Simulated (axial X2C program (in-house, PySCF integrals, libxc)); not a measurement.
# All-electron X2C curves of Br₂⁻

What are the state, bond length, wavenumber and bond energy of Br₂⁻, and what does spin–orbit coupling change?

The runs use an in-house X2C program for linear molecules on PySCF integrals; all-electron X2C, Br dyall-acv3z.

All values are calculated.

### Step 1. Set-up

File task.json:

```json
{"zs": [35, 35], "q": -1, "bas": ["dyall-acv3z", "dyall-acv3z"], "levels": ["PBE0", "HF", "PW91"], "cc": true, "r0": 2.28, "thr": -2.0, "nmax": 90, "npts": 10, "nst": 2, "ntry": 6}
```

Keys: zs atomic numbers; q charge; bas basis sets; levels methods (HF also brings MP2); cc coupled cluster on or off; r0 starting distance in Å; thr threshold in hartree for freezing inner shells (an s shell follows its p shell); nmax most natural virtual spinors; npts points asked for on the curve; nst determinants followed; ntry starts of the search.

Launch:

```bash
$ python so2c.py task.json out
```

Spin-free means the one-electron spin-free X2C Hamiltonian; two-component (2c) means X2C with spin–orbit coupling and atomic mean-field two-electron Coulomb and Gaunt terms. Basis: Br dyall-acv3z contracted to [9s10p7d5f1g]; Gaussian nuclei, density fitting. Masses: Br 78.918 u.

Notation: σ, π±, δ± give the projection m of an orbital's angular momentum (0, ±1, ±2), α and β its spin, Λ and M_S the sums; ω is the projection of a spinor's total angular momentum and Ω the sum. Logs are in hartree.

The results follow Hamiltonian by Hamiltonian and level by level.

### Step 2. State search with PBE0

PBE0 moves the distance from 2.280 Å to 2.896 Å and compares determinants there.

Spin-free determinants:

```csv
ΔE (eV),state,open shells
0.00,"M_S = 1/2, Λ = 0",beyond closed shells: σα
1.35,"M_S = 1/2, Λ = 1","beyond closed shells: π+α, π+β, π-α"
5.51,"M_S = 3/2, Λ = 1","beyond closed shells: 2 × σα, π+α, π+β, π-α"
5.75,"M_S = 1/2, Λ = 1","beyond closed shells: 2 × σα, π+α, π+β, π-β"
5.90,"M_S = 1/2, Λ = 1",beyond closed shells: π+α
6.18,"M_S = 3/2, Λ = 0","beyond closed shells: σα, π+α, π+β, 2 × π-α"
```

Two-component determinants:

```json
{"ΔE (eV)": "0.00", "state": "Ω = 1/2", "open shells": "excess of +ω over −ω: ω = 1/2"}
{"ΔE (eV)": "1.21", "state": "Ω = 3/2", "open shells": "excess of +ω over −ω: ω = 3/2"}
{"ΔE (eV)": "5.35", "state": "Ω = 5/2", "open shells": "excess of +ω over −ω: 2 × ω = 1/2, ω = 3/2"}
{"ΔE (eV)": "5.58", "state": "Ω = 1/2", "open shells": "excess of +ω over −ω: 2 × ω = -1/2, ω = 3/2"}
{"ΔE (eV)": "5.77", "state": "Ω = 3/2", "open shells": "excess of +ω over −ω: 3 × ω = 1/2"}
{"ΔE (eV)": "5.85", "state": "Ω = 3/2", "open shells": "excess of +ω over −ω: ω = 3/2"}
{"ΔE (eV)": "6.03", "state": "Ω = 7/2", "open shells": "excess of +ω over −ω: ω = 1/2, 2 × ω = 3/2"}
```

### Step 3. PBE0, spin-free

State followed: M_S = 1/2, Λ = 0 (beyond closed shells: σα). The scan is laid around 2.896 Å, a first estimate of the minimum, and this SCF restarts from the orbitals of the search.

The SCF at the reference distance of 2.896 Å:

```text
spin-free X2C-1e  PBE0
basis functions 236  fitting functions 1266  grid points 5806
iter        total energy     max residual
   1      -5212.201738490     8.20e-06
   2      -5212.201738491     7.77e-06
converged
one-electron -7710.77820094  Coulomb 2460.28614899  exact exchange -45.60857083  xc functional -139.94161412  nuclear repulsion 223.84049840
```

Along the bond, energies from the lowest point:

| R (Å) | E (eV) | HOMO (eV) | LUMO (eV) | iterations |
| --- | --- | --- | --- | --- |
| 2.519 | 0.2905 | -0.58 | 2.17 | 10 |
| 2.635 | 0.1089 | -1.05 | 1.76 | 9 |
| 2.722 | 0.0369 | -1.36 | 1.47 | 9 |
| 2.809 | 0.0043 | -1.64 | 1.20 | 9 |
| 2.896 | 0.0000 | -1.90 | 0.95 | 2 |
| 2.997 | 0.0200 | -2.17 | 0.69 | 9 |
| 3.099 | 0.0572 | -2.40 | 0.45 | 9 |
| 3.229 | 0.1192 | -2.60 | 0.17 | 9 |
| 3.388 | 0.2027 | -2.71 | -0.11 | 9 |
| 3.620 | 0.3193 | -2.69 | -0.46 | 9 |

Outer orbitals at the reference distance:

| symmetry | occupied | ε (eV) | atomic character |
| --- | --- | --- | --- |
| σα | yes | -16.52 | 94% Br s |
| σβ | yes | -15.89 | 94% Br s |
| σα | yes | -15.75 | 94% Br s |
| σβ | yes | -15.06 | 94% Br s |
| σα | yes | -4.80 | 97% Br p |
| σβ | yes | -3.41 | 97% Br p |
| π+α | yes | -3.28 | 99% Br p |
| π-α | yes | -3.28 | 99% Br p |
| π-β | yes | -3.08 | 99% Br p |
| π+β | yes | -3.08 | 99% Br p |
| π-α | yes | -2.52 | 97% Br p |
| π+α | yes | -2.52 | 97% Br p |
| π+β | yes | -2.30 | 97% Br p |
| π-β | yes | -2.30 | 97% Br p |
| σα | yes | -1.90 | 89% Br p, 7% Br d |
| σβ | no | 0.95 | 87% Br p, 8% Br d |
| σα | no | 3.98 | 98% Br p |
| σβ | no | 4.20 | 98% Br p |
| σα | no | 4.32 | 75% Br s, 24% Br p |

PBE0 fields in the half plane through the axis: z from -2.4 to 5.1 Å across, distance from the axis 0.15 to 2.25 Å upwards; Br lies at z = 0 and Br at z = 2.896 Å; the ELF is damped to zero where the density is low.

log10 density (e/bohr³). Ten even steps from '0' (-4.25 ) to '9' (1.44 ):
```
00011122222111112222211100
00112223332222222333222110
01122333333322333333332211
11223344444333344444433221
12234455555443445555443321
12334556665544455665544322
12344566766544556776554332
12344568986554567997654332
```

ELF. Ten even steps from '0' (0.00 ) to '9' (0.86 ):
```
00000122221000001232210000
00012345543100013555432000
00124577775200136777653200
00235789997410268999865310
01247899999621389999986420
01357997679831588668987521
02468852425852683342787531
02468828282753762855487531
```

Re = 2.867 Å, ωe = 143.1 cm⁻¹, ωexe = 0.831 cm⁻¹, Be = 0.05197 cm⁻¹, De = 1.49 eV.

### Step 4. HF, spin-free

Output at 2.896 Å:

```text
spin-free X2C-1e  HF
basis functions 236  fitting functions 1266  grid points 5806
iter        total energy     max residual
   1      -5209.085836861     2.39e-01
   2      -5209.114065311     5.58e-03
   3      -5209.114841142     2.16e-03
   4      -5209.114942768     9.55e-04
   5      -5209.114972473     3.56e-04
   6      -5209.114979212     1.00e-04
   7      -5209.114979549     5.13e-05
   8      -5209.114979619     1.55e-05
   9      -5209.114979635     3.10e-06
  10      -5209.114979636     6.67e-07
converged
one-electron -7710.81427628  Coulomb 2460.42104072  exact exchange -182.56224247  xc functional 0.00000000  nuclear repulsion 223.84049840
```

Re = 2.900 Å, ωe = 151.6 cm⁻¹, ωexe = 0.68 cm⁻¹, Be = 0.05081 cm⁻¹, De = 0.611 eV.

### Step 5. PW91, spin-free

The SCF at the reference distance of 2.896 Å:

```text
spin-free X2C-1e  PW91
basis functions 236  fitting functions 1266  grid points 5806
iter        total energy     max residual
   1      -5213.183802059     1.00e-01
   2      -5213.189279601     3.48e-03
   3      -5213.189243803     3.33e-03
   4      -5213.189359748     4.54e-04
   5      -5213.189362274     2.42e-04
   6      -5213.189363057     2.84e-05
   7      -5213.189363071     6.48e-06
   8      -5213.189363072     1.75e-06
converged
one-electron -7710.44159464  Coulomb 2459.92368426  exact exchange 0.00000000  xc functional -186.51195109  nuclear repulsion 223.84049840
```

Re = 2.922 Å, ωe = 126.6 cm⁻¹, ωexe = 0.897 cm⁻¹, Be = 0.05002 cm⁻¹, De = 1.70 eV.

### Step 6. MP2 and beyond, spin-free

Correlated methods: 15 electrons correlated (frozen shells, counted by type: Br 3 s, 2 p, 1 d), 289 virtual spinors in MP2, 90 natural virtuals in coupled cluster.

Output of the correlated part at 2.896 Å:

```text
correlated 15  virtual 289  natural virtual 90  E(MP2) -0.343113814  MP2 remainder -0.022769876
iter   CCSD correlation   residual
   1     -0.342723355   9.89e-02
   2     -0.350303348   2.99e-02
   3     -0.350674978   6.77e-03
   4     -0.350700136   2.45e-03
   5     -0.350711638   5.99e-04
   6     -0.350711419   1.86e-04
   7     -0.350711802   4.33e-05
   8     -0.350711956   1.31e-05
   9     -0.350711842   3.72e-06
  10     -0.350711845   1.14e-06
(T) -0.013467711  T1 0.0118  D1 0.0241  max T2 0.047
```

T1 in the output is the amplitude norm over the root of the electron number; divide by √2 for the Lee–Taylor value.

MP2: Re = 2.816 Å, ωe = 166.2 cm⁻¹, Be = 0.05389 cm⁻¹, De = 1.26 eV.

CCSD: Re = 2.851 Å, ωe = 159.3 cm⁻¹, ωexe = 0.692 cm⁻¹, Be = 0.05257 cm⁻¹, De = 1.19 eV. T1 at Re = 0.008 (Lee–Taylor, the printed value over √2).

CCSD(T): Re = 2.846 Å, ωe = 160.1 cm⁻¹, ωexe = 0.684 cm⁻¹, Be = 0.05276 cm⁻¹, De = 1.21 eV. T1 at Re = 0.008 (Lee–Taylor, the printed value over √2).

### Step 7. A higher determinant, spin-free

State: M_S = 1/2, Λ = 1 (beyond closed shells: π+α, π+β, π-α).

Output at the reference distance:

```text
spin-free X2C-1e  PBE0
basis functions 236  fitting functions 1266  grid points 5806
iter        total energy     max residual
   1      -5212.152058473     2.06e-05
   2      -5212.152058482     1.71e-05
   3      -5212.152058486     2.35e-06
   4      -5212.152058486     7.00e-07
converged
one-electron -7710.81412237  Coulomb 2460.36280228  exact exchange -45.60288201  xc functional -139.93835479  nuclear repulsion 223.84049840
```

```
R (Å)  E above the lowest PBE0 point (eV)
2.519                               2.451
2.635                               1.979
2.722                               1.715
2.809                               1.510
2.896                               1.352
2.997                               1.213
3.099                               1.112
3.229                               1.020
3.388                               0.949
```

No constants are quoted: the lowest point is the long end of the scan.

### Step 8. The spin-free curves together

Energy (eV) of the followed determinant, spin-free, from each level's lowest point:

```
R (Å)   PBE0     HF    MP2   CCSD  CCSD(T)   PW91
2.519  0.291  0.396  0.257    n/a      n/a  0.337
2.635  0.109  0.164  0.082  0.109    0.105  0.144
2.722  0.037  0.066  0.020  0.032    0.031  0.061
2.809  0.004  0.015  0.000  0.000    0.000  0.017
2.896  0.000  0.000  0.012  0.000    0.002  0.000
2.997  0.020  0.014  0.053  0.030    0.033  0.005
3.099  0.057  0.052  0.113  0.080    0.085  0.027
3.229  0.119  0.121  0.207  0.163    0.170  0.071
3.388  0.203  0.222  0.332    n/a      n/a  0.132
3.620  0.319  0.376  0.508    n/a      n/a  0.219
```

### Step 9. PBE0, 2c

State followed: Ω = 1/2 (excess of +ω over −ω: ω = 1/2). The scan is laid around 2.896 Å, a first estimate of the minimum, and this SCF restarts from the orbitals of the search.

The SCF at the reference distance of 2.896 Å:

```text
two-component X2C + atomic mean field  PBE0
basis functions 236  fitting functions 1266  grid points 5806
iter        total energy     max residual
   1      -5210.395808165     4.99e-07
   2      -5210.395808165     3.56e-07
converged
one-electron -7706.08459568  Coulomb 2459.30838134  exact exchange -45.58985912  xc functional -139.88428871  nuclear repulsion 223.84049840  atomic mean-field constant -1.98594440
```

Along the bond, energies from the lowest point:

```csv
R (Å),E (eV),HOMO (eV),LUMO (eV),iterations
2.519,0.2997,-0.56,2.18,10
2.635,0.1155,-1.02,1.77,9
2.722,0.0414,-1.33,1.48,9
2.809,0.0066,-1.61,1.21,9
2.896,0.0000,-1.85,0.97,2
2.997,0.0172,-2.11,0.70,10
3.099,0.0514,-2.33,0.47,10
3.229,0.1092,-2.44,0.20,10
3.388,0.1872,-2.56,-0.09,11
3.620,0.2952,-2.51,-0.42,12
```

Outer spinors at the reference distance:

| ω | occupied | ε (eV) | atomic character | λ mixture |
| --- | --- | --- | --- | --- |
| 1/2 | yes | -16.52 | 94% Br s | 100% σ |
| -1/2 | yes | -15.90 | 94% Br s | 100% σ |
| 1/2 | yes | -15.75 | 94% Br s | 100% σ |
| -1/2 | yes | -15.07 | 94% Br s | 100% σ |
| 1/2 | yes | -4.81 | 97% Br p | 99% σ, 1% π |
| -1/2 | yes | -3.51 | 97% Br p | 90% σ, 10% π |
| -1/2 | yes | -3.45 | 99% Br p | 99% π, 1% σ |
| 1/2 | yes | -3.26 | 99% Br p | 97% π, 3% σ |
| 3/2 | yes | -3.13 | 99% Br p | 100% π |
| -3/2 | yes | -2.93 | 99% Br p | 100% π |
| -1/2 | yes | -2.58 | 97% Br p | 90% π, 10% σ |
| 1/2 | yes | -2.45 | 97% Br p | 99% π, 1% σ |
| 3/2 | yes | -2.35 | 97% Br p | 100% π |
| -3/2 | yes | -2.14 | 97% Br p | 100% π |
| 1/2 | yes | -1.85 | 89% Br p, 7% Br d | 97% σ, 3% π |
| -1/2 | no | 0.97 | 87% Br p, 8% Br d | 99% σ, 1% π |
| 1/2 | no | 3.98 | 98% Br p | 100% σ |
| -1/2 | no | 4.21 | 98% Br p | 100% σ |
| 1/2 | no | 4.32 | 75% Br s, 24% Br p | 100% σ |

PBE0 fields in the half plane through the axis: z from -2.4 to 5.1 Å across, distance from the axis 0.15 to 2.25 Å upwards; Br lies at z = 0 and Br at z = 2.896 Å; the ELF is damped to zero where the density is low.

log10 density (e/bohr³). Ten even steps from '0' (-4.24 ) to '9' (1.44 ):
```
00011122222111112222211100
00112223332222222333222110
01122333333322333333332211
11223344444333344444433221
12234455555443445555443321
12334556665544455665544322
12344566766544556776554332
12344568986554567997654332
```

ELF. Ten even steps from ' ' (0.00 ) to '@' (0.86 ):
```
          ..::::::::..          ..::--::::..        
      ..::--==++++==--..      ..--++++++==--::      
    ..::==++########++::    ..--**######**++--::    
    ::--++##%%@@@@@@##==..  ::**%%@@@@@@%%##++--..  
  ..::++##%%@@@@@@@@@@**::..--%%@@@@@@@@@@%%**==::  
  ..--++##@@@@##**##@@%%--..++%%%%****%%@@%%##++::..
  ::==**%%%%++::==::++%%++::**%%----==::##%%##++--..
  ::==**%%%%::%%::%%::##++--##**::%%++++==%%##++--..
```

Re = 2.876 Å, ωe = 140.0 cm⁻¹, ωexe = 0.865 cm⁻¹, Be = 0.05164 cm⁻¹, De = 1.40 eV.

### Step 10. HF, 2c

Output at 2.896 Å:

```text
two-component X2C + atomic mean field  HF
basis functions 236  fitting functions 1266  grid points 5806
iter        total energy     max residual
   1      -5207.281096813     2.38e-01
   2      -5207.309324157     5.64e-03
   3      -5207.310106379     2.17e-03
   4      -5207.310209750     9.55e-04
   5      -5207.310240349     3.58e-04
   6      -5207.310247592     1.01e-04
   7      -5207.310248071     5.13e-05
   8      -5207.310248214     2.83e-05
   9      -5207.310248284     1.62e-05
  10      -5207.310248304     8.12e-06
  11      -5207.310248309     2.77e-06
  12      -5207.310248310     3.49e-07
converged
one-electron -7706.11954123  Coulomb 2459.44217262  exact exchange -182.48743370  xc functional 0.00000000  nuclear repulsion 223.84049840  atomic mean-field constant -1.98594440
```

Re = 2.908 Å, ωe = 148.8 cm⁻¹, ωexe = 0.705 cm⁻¹, Be = 0.05051 cm⁻¹, De = 0.465 eV.

### Step 11. PW91, 2c

Output at 2.896 Å:

```text
two-component X2C + atomic mean field  PW91
basis functions 236  fitting functions 1266  grid points 5806
iter        total energy     max residual
   1      -5211.376993311     1.01e-01
   2      -5211.382471058     3.50e-03
   3      -5211.382434461     3.33e-03
   4      -5211.382551493     4.57e-04
   5      -5211.382554070     2.42e-04
   6      -5211.382554857     2.83e-05
   7      -5211.382554870     6.49e-06
   8      -5211.382554871     1.76e-06
converged
one-electron -7705.74771513  Coulomb 2458.94563689  exact exchange 0.00000000  xc functional -186.43503064  nuclear repulsion 223.84049840  atomic mean-field constant -1.98594440
```

Re = 2.935 Å, ωe = 122.7 cm⁻¹, ωexe = 0.95 cm⁻¹, Be = 0.0496 cm⁻¹, De = 1.60 eV.

### Step 12. Correlated methods, 2c

Correlated methods: 15 electrons correlated (frozen shells, counted by type: Br 3 s, 2 p, 1 d), 289 virtual spinors in MP2, 90 natural virtuals in coupled cluster.

Output of the correlated part at 2.896 Å:

```text
correlated 15  virtual 289  natural virtual 90  E(MP2) -0.342985862  MP2 remainder -0.022777552
iter   CCSD correlation   residual
   1     -0.342593950   9.90e-02
   2     -0.350178242   2.99e-02
   3     -0.350548662   6.76e-03
   4     -0.350573768   2.45e-03
   5     -0.350585241   5.99e-04
   6     -0.350585002   1.86e-04
   7     -0.350585390   4.42e-05
   8     -0.350585542   1.44e-05
   9     -0.350585416   5.77e-06
  10     -0.350585422   3.37e-06
(T) -0.013457592  T1 0.0118  D1 0.0241  max T2 0.043
```

MP2: Re = 2.821 Å, ωe = 164.1 cm⁻¹, Be = 0.05366 cm⁻¹, De = 1.14 eV.

CCSD: Re = 2.857 Å, ωe = 156.9 cm⁻¹, ωexe = 0.709 cm⁻¹, Be = 0.05232 cm⁻¹, De = 1.06 eV. T1 at Re = 0.008 (Lee–Taylor, the printed value over √2).

CCSD(T): Re = 2.852 Å, ωe = 157.8 cm⁻¹, ωexe = 0.7 cm⁻¹, Be = 0.05252 cm⁻¹, De = 1.08 eV. T1 at Re = 0.008 (Lee–Taylor, the printed value over √2).

### Step 13. A higher determinant, 2c

State: Ω = 3/2 (excess of +ω over −ω: ω = 3/2).

Output at the reference distance:

```text
two-component X2C + atomic mean field  PBE0
basis functions 236  fitting functions 1266  grid points 5806
iter        total energy     max residual
   1      -5210.351252568     1.04e-05
   2      -5210.351252569     7.91e-06
converged
one-electron -7706.16336678  Coulomb 2459.42402558  exact exchange -45.58462245  xc functional -139.88184292  nuclear repulsion 223.84049840  atomic mean-field constant -1.98594440
```

```
R (Å)  E above the lowest PBE0 point (eV)
2.519                               2.310
2.635                               1.838
2.722                               1.575
2.809                               1.370
2.896                               1.212
2.997                               1.074
3.099                               0.973
3.229                               0.883
3.388                               0.812
```

No constants are quoted: the lowest point is the long end of the scan.

### Step 14. The 2c curves together

Energy (eV) of the followed determinant, 2c, from each level's lowest point:

```
R (Å)   PBE0     HF    MP2   CCSD  CCSD(T)   PW91
2.519  0.300  0.405  0.263    n/a      n/a  0.347
2.635  0.115  0.171  0.086  0.115    0.109  0.151
2.722  0.041  0.071  0.022  0.036    0.033  0.066
2.809  0.007  0.018  0.000  0.002    0.000  0.019
2.896  0.000  0.000  0.010  0.000    0.000  0.000
2.997  0.017  0.011  0.048  0.027    0.028  0.002
3.099  0.051  0.046  0.106  0.074    0.078  0.021
3.229  0.109  0.111  0.196  0.154    0.159  0.060
3.388  0.187  0.207  0.316    n/a      n/a  0.116
3.620  0.295  0.351  0.484    n/a      n/a  0.195
```

The whole job took 3.3 min on 1 thread of Arm Neoverse V1, shared host.

### Step 15. What came out

Lowest determinant that the search found at its distance, spin-free: M_S = 1/2, Λ = 0 (beyond closed shells: σα).

Lowest determinant that the search found at its distance, 2c: Ω = 1/2 (excess of +ω over −ω: ω = 1/2).

| Hamiltonian | level | Re (Å) | ωe (cm⁻¹) | De (eV) |
| --- | --- | --- | --- | --- |
| spin-free | PBE0 | 2.867 | 143.1 | 1.49 |
| spin-free | HF | 2.900 | 151.6 | 0.611 |
| spin-free | MP2 | 2.816 | 166.2 | 1.26 |
| spin-free | CCSD | 2.851 | 159.3 | 1.19 |
| spin-free | CCSD(T) | 2.846 | 160.1 | 1.21 |
| spin-free | PW91 | 2.922 | 126.6 | 1.70 |
| 2c | PBE0 | 2.876 | 140.0 | 1.40 |
| 2c | HF | 2.908 | 148.8 | 0.465 |
| 2c | MP2 | 2.821 | 164.1 | 1.14 |
| 2c | CCSD | 2.857 | 156.9 | 1.06 |
| 2c | CCSD(T) | 2.852 | 157.8 | 1.08 |
| 2c | PW91 | 2.935 | 122.7 | 1.60 |

Time per point (s) on 1 thread of Arm Neoverse V1, shared host (2c runs; CCSD comes with the CCSD(T) run); the times are rough: PBE0 0.93, HF 0.89, MP2 1.4, CCSD(T) 7.3, PW91 0.39.

At CCSD(T), going from spin-free to two-component changes Re by +7 mÅ, ωe by -1.4 %, which is small (part of it comes from the scalar share of the two-electron terms). De moves by -0.13 eV; both De rest on single-determinant atoms, which can miss part of an open shell's spin–orbit lowering.

De refers to Br- + Br, each in the lowest determinant found, which need not be this curve's own limit. The state is a single determinant with fixed occupations, the lowest that a limited PBE0 search found. De is counted from the lowest determinant-based energies of the atoms at the same level, without counterpoise correction. Density functionals use the spin component along the axis (collinear). CCSD and (T) use frozen natural virtuals with an MP2 correction for the truncation.
